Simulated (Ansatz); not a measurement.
# HfOs, space group Pm-3m: the spin response to a magnetic field

Program: Ansatz 0.2.0, Python API.

`run_zeeman.py`:
```python
# -*- coding: utf-8 -*-
import ansatz as az
import numpy as np
from pymatgen.core import Lattice, Structure
from pymatgen.io.ase import AseAtomsAdaptor

pmg_structure = Structure(
    Lattice([(3.239, 0.0, 0.0), (0.0, 3.239, 0.0), (0.0, 0.0, 3.239)]),
    ["Hf", "Os"],
    [
        (0.0, 0.0, 0.0),
        (0.5, 0.5, 0.5),
    ],
)
cell = az.Crystal.from_ase(AseAtomsAdaptor.get_atoms(pmg_structure))

calc = (
    cell.calculation()
    .functional(az.Functional.LDA)
    .pseudopotentials("paw")
    .kpoints(8, center="gamma")
    .occupations("Marzari-Vanderbilt", width=100 * az.meV)
    .spin("collinear")
)
rows = []
for tesla in [0, 250, 500]:
    summary = (calc.magnetic_field(tesla) if tesla else calc).run().report
    rows.append((tesla, summary["magnetization_mub"], summary["free_energy_ev"], summary["components"].get("e_zeeman", 0.0)))
for row in rows:
    print("; ".join(f"{name} = {round(v, 4) if isinstance(v, float) else v}" for name, v in zip(["B (T)", "moment muB", "F eV", "Zeeman term eV"], row)))
slope = np.polyfit([row[0] for row in rows], [row[1] for row in rows], 1)[0]
print(f"dM/dB = {1000 * slope:.4f} muB per 1000 T per cell")
```

```console
$ python run_zeeman.py
DeckWarning: basis.ecutwfc = 420 eV, auto-derived from the records' recommended cutoffs: set by Hf (normal level)
RunWarning: this spin-polarised run has no starting moment large enough to seed its density, so its SCF can try parallel moments of its own, which can die out, and starts no order whose moments cancel. Behind that start scf.lower_state_search: light tries no other order and makes no probe for moments, and off searches [...]
B (T) = 0; moment muB = 0.0; F eV = -26596.6235; Zeeman term eV = 0.0
B (T) = 250; moment muB = 0.0074; F eV = -26596.6235; Zeeman term eV = -0.0001
B (T) = 500; moment muB = 0.0143; F eV = -26596.6237; Zeeman term eV = -0.0004
dM/dB = 0.0285 muB per 1000 T per cell
```
(Warnings from the package without file and line, shortened.)

Absolute energies stand on the zero of these potentials, so only differences at equal settings mean something. A total without «per atom» is that of the cell as typed. For a metal this k-point mesh is coarse: on a finer one energies can move by several to tens of meV an atom and pressures by half a GPa or more, differences at one mesh by less. Spin-orbit coupling, which matters for elements this heavy, is left out. The starting cell is as deposited in a crystallographic database; the results hold for this polymorph, which needn't be the stable one. Orbital magnetism is left out. The response of a metal hangs strongly on mesh and smearing, and a straight-line fit holds only where the moment is linear in the field. Wall time of the script: 18 s on 1 thread of Arm Neoverse V1, with other jobs on the host, peak memory 0.47 GiB.

(A comment or docstring line of the script was reworded after the run, the code is as it ran; lines on the test bed's own set-up are left out of the output.)
